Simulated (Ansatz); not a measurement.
# C₂H₈AlFSe: basis-set convergence

How large a basis does C₂H₈AlFSe need? Two functionals are run in growing sets.

Program: Ansatz 0.2.0, Gaussian basis. Level of theory: one geometry, several basis sets. These are calculated values, not measurements.

The runs, in order: PBE0-D4/def2-SVP; ωB97M-V/def2-SVP; PBE0-D4/def2-QZVPP; ωB97M-V/def2-QZVPP; the functionals' def2-TZVPP values are taken from earlier runs.

## (1) The relaxed structure

The geometry comes from an earlier relaxation with PBE0-D4 in a triple-zeta def2 set; it is a stationary point, not always the lowest conformer.

SMILES `[CH3][Al-]([CH3])([F])[SeH2+]`, 13 atoms, charge 0, spin multiplicity 1.

Atoms are counted from 1 here; the program's logs count them from 0.

Bond lengths: C1–Al2 1.956 Å, C1–H6 1.095 Å, C1–H7 1.094 Å, C1–H8 1.096 Å, Al2–C3 1.956 Å, Al2–F4 1.677 Å, Al2–Se5 2.734 Å, C3–H9 1.094 Å, C3–H10 1.096 Å, C3–H11 1.095 Å, Se5–H12 1.468 Å, Se5–H13 1.468 Å. Angles: Al2–C1–H6 112.1°, Al2–C1–H7 112.6°, Al2–C1–H8 110.5°, H6–C1–H7 107.9°, H6–C1–H8 106.7°, H7–C1–H8 106.7°, C1–Al2–C3 123.2°, C1–Al2–F4 116.0°, C1–Al2–Se5 99.1°, C3–Al2–F4 116.0°, C3–Al2–Se5 99.1°, F4–Al2–Se5 93.3°, Al2–C3–H9 112.6°, Al2–C3–H10 110.6°, Al2–C3–H11 112.1°, H9–C3–H10 106.7°, H9–C3–H11 107.9°, H10–C3–H11 106.7° and more.

## (2) PBE0-D4 in def2-SVP

in.yaml reads:

```yaml
crystal:
  periodic: [false, false, false]
  atoms:
    - {symbol: C, position_ang: [-1.899925, 0.355498, 0.147659]}
    - {symbol: Al, position_ang: [-0.121288, -0.151821, -0.488680]}
    - {symbol: C, position_ang: [0.815626, -1.758967, 0.115507]}
    - {symbol: F, position_ang: [0.309542, 0.424791, -2.003327]}
    - {symbol: Se, position_ang: [1.362747, 1.733274, 0.823265]}
    - {symbol: H, position_ang: [-1.989354, 0.268306, 1.235244]}
    - {symbol: H, position_ang: [-2.169441, 1.378700, -0.130501]}
    - {symbol: H, position_ang: [-2.664256, -0.299896, -0.284333]}
    - {symbol: H, position_ang: [1.868018, -1.768643, -0.183360]}
    - {symbol: H, position_ang: [0.357597, -2.656190, -0.315234]}
    - {symbol: H, position_ang: [0.774081, -1.876274, 1.203154]}
    - {symbol: H, position_ang: [2.516206, 1.511719, -0.058070]}
    - {symbol: H, position_ang: [0.860949, 2.804703, -0.046525]}
basis:
  gaussian: {orbitals: def2-SVP}
hamiltonian: {xc: pbe0, dispersion: d4}
output: {orbitals: {seedname: orbitals}}
```

Command:

```sh
> ansatz run in.yaml --threads 4 --pin off --events-out ev --progress --plain --max-ram 11315MiB
```

Further steps of the session: ωB97M-V in def2-SVP; PBE0-D4 in def2-QZVPP; ωB97M-V in def2-QZVPP.

Before running them: what should the planned runs give, taken together? Wanted: PBE0-D4: double and triple zeta above quadruple; ωB97M-V: double and triple zeta above quadruple.

**Answer**, as computed:

```
                                       quantity           value
PBE0-D4: double and triple zeta above quadruple  18.09, 1.88 eV
ωB97M-V: double and triple zeta above quadruple  18.23, 1.82 eV
```

**Reading.** For PBE0-D4 the step from double to triple zeta gains 16.21 eV and the next only 1.88 eV. Total energies overstate the basis error of differences, where much of it tends to cancel. The LUMO of ωB97M-V is positive and keeps falling with the basis (1.40 to 0.78 eV): an unbound level that the basis holds in place.
